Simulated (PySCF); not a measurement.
# ZrCl4: singlet, from a tetrahedral start

Aim: relax ZrCl4 as a singlet from a tetrahedral start, check by its vibrations whether the end is a minimum, and collect its spectrum and constants.

Computed with PySCF 2.14.0. Level: B3LYP, basis Zr def2-TZVP with ECP28, Cl def2-TZVP, scalar-relativistic core potentials, no spin–orbit coupling, density fitting.

## 1. Starting geometry

5 atoms, charge 0, spin multiplicity 1.

Bond lengths: Zr1–Cl2 2.530 Å, Zr1–Cl3 2.530 Å, Zr1–Cl4 2.530 Å, Zr1–Cl5 2.530 Å. Angles: Cl2–Zr1–Cl3 109.5°, Cl2–Zr1–Cl4 109.5°, Cl2–Zr1–Cl5 109.5°, Cl3–Zr1–Cl4 109.5°, Cl3–Zr1–Cl5 109.5°, Cl4–Zr1–Cl5 109.5°.

Z-matrix (Å, degrees; charge 0 multiplicity 1):
```
Zr
Cl 1 2.5299
Cl 1 2.5299 2 109.48
Cl 1 2.5299 2 109.47 3 120.00
Cl 1 2.5299 2 109.47 3 -120.00
```

## 2. Finding the electronic state

The steps below are one call of a driver around PySCF. For each, scf.py gives the equivalent set-up of the SCF; relaxations use the driver's own optimiser. After this first run the driver tries any further starts and a stability analysis.

Contents of scf.py:

```python
from pyscf import gto, scf, dft
mol = gto.M(atom='''
Zr     0.000000     0.000000     0.000000
Cl    -1.460740    -1.460500     1.460740
Cl     1.460740    -1.460500    -1.460740
Cl    -1.460740     1.460500    -1.460740
Cl     1.460740     1.460500     1.460740''',
    basis={'Zr': 'def2-TZVP', 'Cl': 'def2-TZVP'},
    ecp={'Zr': 'def2-TZVP'},
    charge=0, spin=0)
mf = dft.RKS(mol, xc='B3LYP')
mf.grids.atom_grid = (50, 194)
aux = {'Zr': 'def2-universal-JKFIT', 'Cl': 'def2-universal-JKFIT'}
mf = mf.density_fit(auxbasis=aux)
mf.conv_tol = 1e-08
mf.diis_space = 10
mf.max_cycle = 60
mf.init_guess = 'minao'
mf.verbose = 4
mf.kernel()
```

Run with:

```bash
> OMP_NUM_THREADS=4 python axn.py task.json out
```

Further steps of the session: Relaxation: tetrahedral start, singlet; Hessian and properties.

**Question.** What will these runs give? Wanted: minimum; geometry; wavenumbers; dipole moment; highest occupied, lowest empty level; polar-tensor charge of Zr1; zero-point energy; atomisation energy.

As calculated:

```
                                 quantity                                     value
                                  minimum                               singlet, Td
                                 geometry  Zr–Cl 2.336 Å (×4); Cl–Zr–Cl 109.5° (×6)
                       wavenumbers (cm⁻¹)      99 (e), 110 (t2), 373 (a1), 421 (t2)
                            dipole moment                                    0.00 D
     highest occupied, lowest empty level                           -9.43, -2.99 eV
               polar-tensor charge of Zr1                                   +2.26 e
                        zero-point energy                               13.0 kJ/mol
                      entropy at 298.15 K                           367.9 J/(mol K)
atomisation energy (no zero-point energy)                               1909 kJ/mol
```

**Reading.** The tetrahedral start keeps its Td symmetry and ends in a minimum. In the infrared the band at 421 cm⁻¹ (t2, stretch) leads. Zr1 has a polar-tensor charge of +2.3 e (a dipole derivative, not a static charge), yet symmetry cancels the bond dipoles. Other starts or spin states, not run here, may lie lower.
